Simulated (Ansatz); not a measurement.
# C2H5AlBr radical: a ladder of functionals and wavefunction methods

The task here is to estimate one member of a computed series from the others.

Computed with Ansatz 0.2.0, Gaussian basis. Level: functionals in def2-TZVPP, the program's frozen cores in correlated methods.

The runs, in order: LDA (SPW92), PBE-D4, revPBE-D4, BLYP-D4, r2SCAN-D4, B97M-V, PBE0-D4, B3LYP-D4, r2SCANh-D4, r2SCAN0-D4, HSE06-D4, BHLYP-D4, CAM-B3LYP-D4, LC-ωPBE, ωB97X-V, ωB97M-V, B2PLYP, PBE-QIDH; CCSD(T)/def2-SVP; CCSD(T)/def2-TZVPP; MP2/def2-QZVPP; extrapolation to the limit; RPA on PBE.

### Structure used throughout

All runs share one geometry, relaxed beforehand with PBE0-D4 in a triple-zeta def2 set.

SMILES `[CH2][Al]([CH3])[Br]`, 9 atoms, charge 0, spin multiplicity 2.

Atoms are counted from 1 here; the program's logs count them from 0.

Bond lengths: C1–Al2 1.916 Å, C1–H5 1.088 Å, C1–H6 1.089 Å, Al2–C3 1.940 Å, Al2–Br4 2.271 Å, C3–H7 1.094 Å, C3–H8 1.094 Å, C3–H9 1.093 Å. Angles: Al2–C1–H5 123.7°, Al2–C1–H6 123.9°, H5–C1–H6 112.4°, C1–Al2–C3 125.7°, C1–Al2–Br4 116.1°, C3–Al2–Br4 118.2°, Al2–C3–H7 110.7°, Al2–C3–H8 110.8°, Al2–C3–H9 112.2°, H7–C3–H8 106.6°, H7–C3–H9 108.1°, H8–C3–H9 108.2°.

Set-up of the first run:

in.yaml reads:

```yaml
crystal:
  periodic: [false, false, false]
  atoms:
    - {symbol: C, position_ang: [-0.282128, 1.738716, -0.765795]}
    - {symbol: Al, position_ang: [-0.274670, -0.157194, -0.488066]}
    - {symbol: C, position_ang: [0.507573, -1.074582, 1.031348]}
    - {symbol: Br, position_ang: [-1.279433, -1.406413, -2.096621]}
    - {symbol: H, position_ang: [-0.732707, 2.219467, -1.631674]}
    - {symbol: H, position_ang: [0.162210, 2.455438, -0.076811]}
    - {symbol: H, position_ang: [-0.254035, -1.641705, 1.574748]}
    - {symbol: H, position_ang: [1.260816, -1.796720, 0.703102]}
    - {symbol: H, position_ang: [0.980873, -0.383208, 1.732671]}
basis:
  gaussian: {orbitals: def2-TZVPP}
magnetization: {spin_polarized: true, initial_magnetization: 1}
hamiltonian: {xc: lda}
output: {orbitals: {seedname: orbitals}}
```

Steps of the session up to this table: LDA; PBE-D4 (GGA); revPBE-D4 (GGA); BLYP-D4 (GGA); r2SCAN-D4 (meta-GGA); B97M-V (meta-GGA); PBE0-D4 (hybrid); B3LYP-D4 (hybrid); r2SCANh-D4 (hybrid); r2SCAN0-D4 (hybrid); HSE06-D4 (hybrid); BHLYP-D4 (hybrid); CAM-B3LYP-D4 (range-separated); LC-ωPBE-D4 (range-separated; the results give it without D4); ωB97X-V (range-separated); ωB97M-V (range-separated); B2PLYP (double hybrid); PBE-QIDH (double hybrid).

One table of the session follows, with a row left open; its other results are not shown here.

It belongs to the step «Frontier levels by functional». 

| functional | HOMO (eV) | LUMO (eV) | gap (eV) |
| --- | --- | --- | --- |
| LDA (SPW92) | -6.08 | -4.66 | 1.42 |
| PBE-D4 | -6.05 | -4.09 | 1.96 |
| revPBE-D4 | -6.01 | -3.93 | 2.07 |
| BLYP-D4 | -5.80 | -4.09 | 1.71 |
| r2SCAN-D4 | -6.50 | -3.52 | 2.98 |
| B97M-V | -6.22 | -3.87 | 2.35 |
| PBE0-D4 | -7.36 | -2.92 | 4.43 |
| B3LYP-D4 | -6.99 | -3.35 | 3.64 |
| r2SCANh-D4 | ? | ? | ? |
| r2SCAN0-D4 | -7.70 | -2.58 | 5.12 |
| HSE06-D4 | -6.95 | -3.31 | 3.64 |
| BHLYP-D4 | -8.41 | -1.93 | 6.48 |
| CAM-B3LYP-D4 | -8.64 | -1.95 | 6.69 |
| LC-ωPBE | -10.22 | -0.50 | 9.72 |
| ωB97X-V | -9.59 | -0.98 | 8.60 |
| ωB97M-V | -9.36 | -1.18 | 8.19 |

Q: Estimate the row for r2SCANh-D4 from the others.

Worked estimate for «HOMO (eV)». Against the share of exact exchange, r2SCAN-D4 (0, -6.50), r2SCAN0-D4 (0.25, -7.70) give a slope of -4.80 per unit share; at 0.1 the line stands at -6.98.

As computed: HOMO (eV): -6.98; LUMO (eV): -3.14; gap (eV): 3.84. In «HOMO (eV)» the line misses by 0.00.
